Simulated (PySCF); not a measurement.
# F6Ir ([IrF6]-): the cost of one run

Computed with PySCF 2.14.0 and routines of our own; the level stands in each step. Atoms count from 0.

## Step 1: The system as given

7 atoms, charge -1, states of the metal's open shell are computed; geometry from: model start, shaken.

## Step 2: Geometry optimisation at PBE0-D3(BJ)/def2-TZVP

The job: settings as JSON, then the geometry in Å.

```
{"job": {"xc": "PBE0", "basis": "def2-TZVP", "d3": "d3bj", "grid": 1, "maxiter": 45, "kind": "geom"}, "charge": -1, "metal": "Ir", "open_shell": "d4"}
Ir     0.000020     0.004480    -0.004110
F     -0.013360    -0.006820     1.855130
F      0.000900     0.020100    -1.877380
F      1.860690     0.007350     0.005350
F     -1.868420    -0.013960    -0.000440
F      0.010430     1.849840    -0.006860
F     -0.028520    -1.889340    -0.027630
```

Run with:

```
$ OMP_NUM_THREADS=1 python lf_run.py task.json out
```

The driver reads the jobs from task.json and runs them one after another.

**Question.** How long does this first job take on 1 thread of Arm Neoverse V1, shared host, and how much memory does it need?

About 5.1 min, with a peak of 0.96 GiB.
